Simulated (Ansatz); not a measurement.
# AlN: an axial (c/a) deformation path

An exercise on one series of results from a longer session: the logs are not shown, and one member is left open.

Method: DFT PBE, scalar-relativistic, plane waves, PAW, in Ansatz 0.2.0.

## Starting point

Symmetry: P6_3mc, No. 186, hexagonal system. The conventional cell has a = 3.111 Å, b = 3.111 Å, c = 4.978 Å, α = 90.00°, β = 90.00°, γ = 120.00°. Al (site symmetry 3m) is surrounded by 4 N at 1.89 to 1.92 Å. Around N (site symmetry 3m) lie 4 Al at 1.89 to 1.92 Å.

Coordinates:

```cif
data_structure
_symmetry_space_group_name_H-M 'P 1'
_symmetry_Int_Tables_number 1
_cell_length_a 3.1110
_cell_length_b 3.1110
_cell_length_c 4.9780
_cell_angle_alpha 90.000
_cell_angle_beta 90.000
_cell_angle_gamma 120.000
_cell_volume 41.72
loop_
_atom_site_label
_atom_site_type_symbol
_atom_site_fract_x
_atom_site_fract_y
_atom_site_fract_z
_atom_site_occupancy
Al1 Al 0.33333 0.66667 0.00000 1
Al2 Al 0.66667 0.33333 0.50000 1
N1 N 0.33333 0.66667 0.38500 1
N2 N 0.66667 0.33333 0.88500 1
```

The cell is taken as given, not relaxed at this level.

Set-up of the first run:

At fixed volume and fractional coordinates, lengths along (0.000, 0.000, 1.000) are scaled against those across it; ρ is that ratio over its starting value.

Contents of input.yaml:

```yaml
crystal:
  lattice:
    - [3.2841829056, 0.0, 0.0]
    - [-1.6420914528, 2.8441858269, 0.0]
    - [0.0, 0.0, 4.4668445894]
  atoms:
    - { symbol: Al, position: [0.3333333333, 0.6666666667, 0.0] }
    - { symbol: Al, position: [0.6666666667, 0.3333333333, 0.5] }
    - { symbol: "N", position: [0.3333333333, 0.6666666667, 0.385] }
    - { symbol: "N", position: [0.6666666667, 0.3333333333, 0.885] }
basis:
  ecutwfc: 420
kpoints:
  mp_grid: { grid: [12, 12, 6] }
hamiltonian:
  xc: pbe
scf:
  occupations: { method: gaussian, width: 0.05 }
output:
  forces: true
  stress: true
  eigenvalues: true
```

Launch:

```
$ ansatz run input.yaml --threads 1 --pin off --max-ram 2560MiB --backend cpu --events-out ev --progress --plain --runs-dir out
```

Steps of the session up to this table: Point ρ = 0.850; ρ = 1.200; Point ρ = 0.920; ρ = 1.100; At ρ = 0.960; At ρ = 1.050; ρ = 0.800; Point ρ = 1.300.

One of the session's tables, all rows but one given; the rest of the session is left out.

It belongs to the step «The scan collected». The scan, with free energies counted from the undisturbed cell:

```
    ρ  ΔE (meV/atom)  pressure (GPa)  gap on the mesh (eV)
0.800          435.1            14.6                  3.71
0.850          221.9             8.7                  3.76
0.920           53.5             4.6                  3.92
0.960           10.9             3.8                  4.04
1.000            0.0             4.0                  4.15
1.050              ?               ?                     ?
1.100           82.1             7.8                  4.01
1.200          279.9            14.7                  3.08
1.300          556.8            23.6                  1.85
```

Estimate the missing values for ρ = 1.050.

Worked estimate for «ΔE (meV/atom)». A straight line through the neighbours (1.000, 0.0) and (1.100, 82.1) gives 0.0 + (82.1 − 0.0) × (1.050 − 1.000) / (1.100 − 1.000) = 41.0; a parabola fitted to 4 rows on both sides gives 26.3.

As computed: ΔE (meV/atom): 23.7; pressure (GPa): 5.4; gap on the mesh (eV): 4.23. In «ΔE (meV/atom)» the line misses by +17.3 and the parabola by +2.6.
